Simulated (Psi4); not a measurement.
**MP2/def2-TZVP (fitted SCF, core potential, ints tolerance 1e-10) run of SnH3F (SMILES [H][Sn]([H])([H])[F])**

We compute the energy of SnH3F. 

Program for the calculation: Psi4 1.11.

2 further runs of the same task are left out: 1 that didn't finish, 1 set aside as unsound or not needed.

## 1. The molecule

SnH3F: 5 atoms, total charge 0, spin state singlet. SMILES: `[H][Sn]([H])([H])[F]`. Geometry: a GFN2-xTB relaxation, a rough one for these elements and not checked as a minimum.

Bond lengths: Sn1–F2 1.924 Å, Sn1–H3 1.664 Å, Sn1–H4 1.662 Å, Sn1–H5 1.663 Å. Angles: F2–Sn1–H3 102.5°, F2–Sn1–H4 102.8°, F2–Sn1–H5 102.6°, H3–Sn1–H4 115.3°, H3–Sn1–H5 115.3°, H4–Sn1–H5 115.5°.

## 2. The energy at MP2/def2-TZVP (fitted SCF, core potential, ints tolerance 1e-10)

Input file fh3sn.inp:

```
memory 1600 mb

molecule molecule1 {
  0 1
  Sn
  F 1 R2
  H 1 R3 2 A3
  H 1 R4 3 A4 2 D4
  H 1 R5 4 A5 2 D5

  R2 = 1.924446
  R3 = 1.663791
  A3 = 102.46916
  R4 = 1.661577
  A4 = 115.30682
  D4 = 110.79839
  R5 = 1.663114
  A5 = 115.46107
  D5 = 110.84395
  symmetry c1
}

set reference rhf
set num_frozen_docc 5
set mp2_type conv
set soscf true
set ints_tolerance 1e-10
set df_scf_guess false

E = energy("mp2/def2-TZVP")
print_variables()
```

Command:

```bash
$ psi4 fh3sn.inp fh3sn.out -n 1
```

fh3sn.out:

```text
[...]
    !!!  WARNING: ECP capability is in beta. Please check occupations closely.  !!!
[...]
  Running in c1 symmetry.
[...]
  Nuclear repulsion =   81.108175956975288
[...]
  Multiplicity = 1
[...]
  Nalpha       = 17
  Nbeta        = 17
[...]
    Number of basis functions: 99
[...]
 WARNING: Atomic UHF is not converging! Try casting from a smaller basis or call Rob at CCMST.
   -------------------------
[...]
   @RHF iter   1:  -314.49918006401612   -1.90824e+00   5.15844e-03 ADIIS/DIIS
[...]
   @RHF iter   6:  -314.58579953413897   -1.17666e-11   1.27694e-09 SOSCF, nmicro=conv
[...]
    Orbital Energies [Eh]
    ---------------------
    Doubly Occupied:
       1A    -26.219191     2A     -5.885730     3A     -4.077399
       4A     -4.074673     5A     -4.074663     6A     -1.509979
       7A     -1.345481     8A     -1.345463     9A     -1.339441
      10A     -1.339418    11A     -1.334096    12A     -0.708973
      13A     -0.591400    14A     -0.591389    15A     -0.564817
      16A     -0.471146    17A     -0.470672
[...]
  @RHF Final Energy:  -314.58579953413897
   => Energetics <=
    Nuclear Repulsion Energy =             81.1081759569752876
    One-Electron Energy =                -679.5000896021920198
    Two-Electron Energy =                 283.8061141110777612
    Total Energy =                       -314.5857995341389710
[...]
 Multipole Moments:
 ------------------------------------------------------------------------------------
     Multipole            Electronic (a.u.)      Nuclear  (a.u.)        Total (a.u.)
 ------------------------------------------------------------------------------------
 L = 1.  Multiply by 2.5417464519 to convert [e a0] to [Debye]
 Dipole X            :         -0.0058618            0.0038847           -0.0019772
 Dipole Y            :         -0.0140329            0.0096430           -0.0043899
 Dipole Z            :        -15.9148291           14.6163429           -1.2984862
 Magnitude           :                                                    1.2984952
[...]
	SCS-MP2 Total Energy (a.u.)        :  -315.13605004297807
	SOS-MP2 Total Energy (a.u.)        :  -315.08039025439365
	SCSN-MP2 Total Energy (a.u.)       :  -314.87968321786474
[...]
	SOS-PI-MP2 Total Energy (a.u.)     :  -315.16282204110274
[...]
	MP2 Total Energy (a.u.)            :  -315.16493783343782
[...]
```

Run time: 13 s. Hardware: 1 thread of AMD EPYC 7R43 (Zen 3), shared host; peak memory 0.58 GiB.

## 3. Outcome

Level: MP2/def2-TZVP (fitted SCF, core potential, ints tolerance 1e-10), 5 core orbitals frozen.

| quantity | value |
| --- | --- |
| total energy | -315.16494 Eh |
| HOMO energy (Hartree–Fock orbitals) | -12.81 eV |
| LUMO energy (Hartree–Fock orbitals) | 1.65 eV |
| HOMO–LUMO gap (Hartree–Fock orbitals) | 14.46 eV |
| correlation energy (5 core orbitals frozen) | -579.1 mEh |
